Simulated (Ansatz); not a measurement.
**BFGeH₄O: small, medium and large basis sets**

The task here is to estimate one member of a computed series from the others.

Program: Ansatz 0.2.0, Gaussian basis. Level of theory: one geometry, several basis sets. These are calculated values, not measurements.

Plan: PBE0-D4/def2-SVP; ωB97M-V/def2-SVP; PBE0-D4/def2-QZVPP; ωB97M-V/def2-QZVPP; the functionals' def2-TZVPP values are taken from earlier runs.

## Structure used throughout

The geometry comes from an earlier relaxation with PBE0-D4 in a triple-zeta def2 set; it is a stationary point, not always the lowest conformer.

SMILES `O[B](F)[GeH3]`, 8 atoms, charge 0, spin multiplicity 1.

Atoms are counted from 1 here; the program's logs count them from 0.

Bond lengths: O1–B2 1.348 Å, O1–H5 0.959 Å, B2–F3 1.326 Å, B2–Ge4 2.083 Å, Ge4–H6 1.537 Å, Ge4–H7 1.542 Å, Ge4–H8 1.537 Å. Angles: B2–O1–H5 113.9°, O1–B2–F3 116.0°, O1–B2–Ge4 124.8°, F3–B2–Ge4 119.2°, B2–Ge4–H6 111.1°, B2–Ge4–H7 110.5°, B2–Ge4–H8 111.2°, H6–Ge4–H7 107.9°, H6–Ge4–H8 108.1°, H7–Ge4–H8 107.9°.

Geometry (Å):

```
O     1.7769    0.7083   -0.6305
B     1.0576   -0.1381    0.1329
F     1.7552   -0.9623    0.9032
Ge   -1.0232   -0.2256    0.1738
H     1.2428    1.2901   -1.1752
H    -1.5634    0.0830    1.5790
H    -1.6251    0.8052   -0.8025
H    -1.5285   -1.6175   -0.2366
```

Set-up of the first run:

The input, in.yaml:

```yaml
crystal:
  periodic: [false, false, false]
  atoms:
    - {symbol: O, position_ang: [1.776923, 0.708263, -0.630460]}
    - {symbol: B, position_ang: [1.057573, -0.138147, 0.132930]}
    - {symbol: F, position_ang: [1.755168, -0.962282, 0.903174]}
    - {symbol: Ge, position_ang: [-1.023162, -0.225570, 0.173810]}
    - {symbol: H, position_ang: [1.242803, 1.290053, -1.175228]}
    - {symbol: H, position_ang: [-1.563438, 0.082979, 1.579004]}
    - {symbol: H, position_ang: [-1.625134, 0.805152, -0.802461]}
    - {symbol: H, position_ang: [-1.528534, -1.617548, -0.236569]}
basis:
  gaussian: {orbitals: def2-SVP}
hamiltonian: {xc: pbe0, dispersion: d4}
output: {orbitals: {seedname: orbitals}}
```

The run is started by

```sh
$ ansatz run in.yaml --threads 2 --pin off --events-out ev --progress --plain --max-ram 4352MiB
```

Steps of the session up to this table: PBE0-D4 in def2-SVP; ωB97M-V in def2-SVP; PBE0-D4 in def2-QZVPP; ωB97M-V in def2-QZVPP.

One of the session's tables, all rows but one given; the rest of the session is left out.

It belongs to the step «Density functionals: the series». 

```
functional       basis  HOMO (eV)
   PBE0-D4    def2-SVP          ?
   PBE0-D4  def2-TZVPP      -8.49
   PBE0-D4  def2-QZVPP      -8.51
   ωB97M-V    def2-SVP     -10.55
   ωB97M-V  def2-TZVPP     -10.67
   ωB97M-V  def2-QZVPP     -10.69
```

Estimate the missing values for PBE0-D4, def2-SVP.

The run gave: HOMO (eV): -8.41. In the column «HOMO (eV)» it is the highest.
